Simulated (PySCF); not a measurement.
# CH7AlFN: electronic excitations and core binding energies

Wanted: the electronic excitations and core binding energies of CH7AlFN (`[CH3][Al@H-]([NH3+])[F]`), by calculation.

The runs use PySCF 2.14.0, with density-fitted response routines of our own; the level of theory stands in each step. All values are computed, except where a source is named. Atoms are numbered from 0 throughout.

## Step 1: The molecule as given

11 atoms, charge 0, multiplicity 1; geometry from: GFN2-xTB.

Bonds of the start (Å): C0–Al1 2.00, Al1–N2 2.09, Al1–F3 1.67, C0–H4 1.10, C0–H5 1.09, C0–H6 1.09, Al1–H7 1.54, N2–H8 1.02, N2–H9 1.01, N2–H10 1.02.

## Step 2: Ultraviolet spectrum: PBE0/def2-SVPD

Job settings and geometry (Å):

```
{"job": {"kind": "uv", "xc": "PBE0", "basis": "def2-SVPD", "nstates": 8, "ntriplets": 3}, "charge": 0, "multiplicity": 1}
C     -1.612116    -0.493625    -0.022373
Al    -0.172225     0.879795    -0.170101
N      1.569904    -0.246100     0.102384
F      0.207203     1.888564     1.101731
H     -1.637085    -1.053921     0.918938
H     -1.555830    -1.236631    -0.823195
H     -2.603577    -0.039117    -0.116896
H      0.167086     1.510330    -1.534467
H      1.560943    -0.663877     1.029785
H      1.751070    -0.971229    -0.583067
H      2.330051     0.428481     0.071298
```

With the program's defaults for keys left out, this is: TDDFT PBE0/def2-SVPD, vertical, gas phase, core orbitals frozen in the response.

Launch:

```sh
OMP_NUM_THREADS=1 python probes_run.py task.json out
```

This one command runs all jobs of the session in turn.

**Question.** This job is followed by: delta-SCF UKS SCAN, pcX-2 on the ionised atom, pcseg-1 elsewhere, spin-free X2C. Predict these results of the whole session: lowest singlet (PBE0/def2-SVPD); brightest single state of those computed; lowest triplet; surface potential, 1st and 99th percentile; C1s binding energies, SCAN/pcX-2; Al1s binding energies, SCAN/pcX-2; Al2p binding energies, SCAN/pcX-2; N1s binding energies, SCAN/pcX-2; F1s binding energies, SCAN/pcX-2.

**Answer**, as computed:

```
                                quantity                        value
         lowest singlet (PBE0/def2-SVPD)  6.02 eV (206 nm), f = 0.003
brightest single state of those computed  state 8, 8.52 eV, f = 0.117
                          lowest triplet                      5.90 eV
   surface potential, 1st and 99th percentile           -1.85 V and 2.66 V
        C1s binding energies, SCAN/pcX-2                 C0 289.22 eV
       Al1s binding energies, SCAN/pcX-2               Al1 1566.01 eV
       Al2p binding energies, SCAN/pcX-2                 Al1 79.56 eV
        N1s binding energies, SCAN/pcX-2                 N2 407.71 eV
        F1s binding energies, SCAN/pcX-2                 F3 690.50 eV
```

What this shows: The first singlet state (HOMO→LUMO 0.99) lies at 6.02 eV and is weak; of the 8 states computed, the strongest absorption comes from state 8 at 8.52 eV (the last computed, so partners may be missing). The lowest triplet lies 0.12 eV below the lowest singlet (triplets in Tamm-Dancoff, singlets in full TDDFT). States above −ε(HOMO) lie where TDDFT describes them poorly and they hang on the basis; the brightest is among them. By nearest atom (PBE0/def2-SVPD), the HOMO sits on H7 36 %; C0 31 % and the LUMO on H8, H9 about 26 % each; H10 22 %.
